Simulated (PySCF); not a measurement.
# Sm(SH)3: other functionals and bases at one geometry

One table from this session's results is given with a row withheld; the runs are named, their logs left out.

The runs use PySCF 2.14.0; several levels, as the steps say, no spin–orbit coupling.

1 further run of the same task is left out (for a known fault of the program).

## The starting structure

7 atoms, charge 0, spin multiplicity 1.

Bond lengths: Sm1–S2 2.626 Å, Sm1–S4 2.626 Å, Sm1–S6 2.626 Å, S2–H3 1.355 Å, S4–H5 1.355 Å, S6–H7 1.355 Å. Angles: S2–Sm1–S4 119.9°, S2–Sm1–S6 119.9°, S4–Sm1–S6 119.9°, Sm1–S2–H3 95.0°, Sm1–S4–H5 95.0°, Sm1–S6–H7 95.0°.

Geometry (Å):

```mol
H3S3Sm
  3D, bonds by distance, orders not assigned

  7  6  0  0  0  0  0  0  0  0999 V2000
   -0.0000   -0.0000    0.9086 Sm  0  0
    2.5941    0.4036    0.9798 S   0  0
    2.9193   -0.9113    0.9788 H   0  0
   -1.6466    2.0448    0.9798 S   0  0
   -0.6704    2.9838    0.9788 H   0  0
   -0.9475   -2.4484    0.9798 S   0  0
   -2.2489   -2.0725    0.9788 H   0  0
  1  2  8  0
  1  4  8  0
  1  6  8  0
  2  3  8  0
  4  5  8  0
  6  7  8  0
M  END
```

Formal oxidation states: Sm +3. Each metal's 5 4f electrons lie in its core potential, so multiplicities, spins and levels count the valence alone. An earlier session relaxed this geometry at PBE0, Sm lcecp-1-SVP with ECP51, S def2-SVP, H def2-SVP (singlet, point group C3).

At PBE0 on the finer grid: E = -1230.450497 Eh, HOMO -7.35 eV, LUMO -2.45 eV, Mulliken charge on Sm1 +0.86 e, largest force component 0.008 eV/Å. 

Levels to run: BP86; HF; PBE0, TZVP. Hardware: 2 threads of Arm Neoverse V2, shared host.

The first run:

run.py (the lines that set the calculation)

```python
mol = gto.M(atom='''
Sm     0.00000     0.00000     0.90859
S      2.59412     0.40359     0.97982
H      2.91926    -0.91135     0.97885
S     -1.64658     2.04478     0.97982
H     -0.67038     2.98382     0.97885
S     -0.94754    -2.44837     0.97982
H     -2.24888    -2.07248     0.97885''',
    basis={'Sm': 'lcecp-1-SVP', 'S': 'def2-SVP', 'H': 'def2-SVP'},
    ecp={'Sm': 'lcecp-1-SVP'},
    charge=0, spin=0)
mf = dft.RKS(mol, xc='B88,P86')
mf.grids.atom_grid = (75, 302)  # f atoms: unpruned, at least (60, 302)
mf = mf.density_fit()  # fitting sets: Sm AutoAux, S def2-universal-JKFIT, H def2-universal-JKFIT
mf.conv_tol = 1e-08; mf.max_cycle = 55
mf.kernel(dm0)  # dm0: the density of the relaxed state
```

Command:

```console
OMP_NUM_THREADS=2 python run.py
```

Steps of the session up to this table: BP86; HF; PBE0, TZVP.

One table of the session follows, with a row left open; its other results are not shown here.

```
              level  HOMO (eV)  gap (eV)  charge on Sm1 (e)  dipole (D)  largest force component (eV/Å)
PBE0 (relaxed here)      -7.35      4.90               0.86        0.44                            0.01
               BP86          ?         ?                  ?           ?                               ?
                 HF     -10.02      9.89               1.21        0.51                            0.69
         PBE0, TZVP      -7.42      4.97               1.27        0.45                            0.21
```

**Question.** Estimate the row for BP86.

**Answer.** HOMO (eV): -6.25; gap (eV): 3.14; charge on Sm1 (e): 0.70; dipole (D): 0.42; largest force component (eV/Å): 0.33. In the column «HOMO (eV)» it is the highest.

In one basis the HOMO–LUMO gap runs from 3.14 eV (BP86) to 9.89 eV (HF). The largest leftover force, 0.69 eV/Å with HF, stands at a geometry relaxed at another level. With 4f in the core, its levels are missing from HOMO and gap, and its count is fixed, so no charge can pass from the ligands into it. Total energies of different levels can't be compared.
